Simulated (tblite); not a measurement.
# C4H12GeOSe: the cost of one run

Computed with tblite 0.8.0 and PySCF 2.14.0, with density-fitted response routines of our own, on a single molecule in the gas phase. Atoms count from 0, in the outputs and in this text.

## (1) The starting structure

19 atoms, charge 0, multiplicity 1; geometry from: force field or distance geometry start.

Bonds of the start (Å): C0–C1 1.53, C1–Se2 1.93, Se2–Ge3 2.36, Ge3–C4 1.93, C4–C5 1.50, C5–O6 1.40, C0–H7 1.11, C0–H8 1.10, C0–H9 1.12, C1–H10 1.12, C1–H11 1.09, Ge3–H12 1.57, Ge3–H13 1.53, C4–H14 1.11, C4–H15 1.11, C5–H16 1.11, C5–H17 1.13, O6–H18 1.01.

## (2) Relaxing the molecule with GFN2-xTB

Job settings and geometry (Å):

```
{"job": {"kind": "relax", "xc": "GFN2-xTB", "basis": "xTB"}, "charge": 0, "multiplicity": 1}
C      3.419800     0.465100     0.184500
C      2.778000    -0.399100    -0.906000
Se     1.020100     0.282900    -1.296200
Ge    -0.423700    -0.474500     0.413800
C     -2.239800    -0.739000    -0.190400
C     -3.169200     0.380300     0.178500
O     -2.763900     1.617700    -0.338100
H      4.390100     0.871500    -0.173700
H      2.713900     1.251400     0.503800
H      3.575200    -0.219500     1.052500
H      2.636900    -1.437200    -0.496600
H      3.415500    -0.500400    -1.786500
H      0.124100    -1.876400     0.846700
H     -0.306700     0.423400     1.653200
H     -2.639400    -1.652900     0.290400
H     -2.309300    -0.866600    -1.289100
H     -3.405100     0.436000     1.266100
H     -4.150400     0.151300    -0.324200
H     -2.675800     2.295200     0.403900
```

Started as:

```bash
OMP_NUM_THREADS=1 python probes_run.py task.json out
```

The driver reads the jobs from task.json and runs them one after another.

Q: Estimate the wall time of this first job on 1 thread of Arm Neoverse N1, shared host.

About 2.2 s.
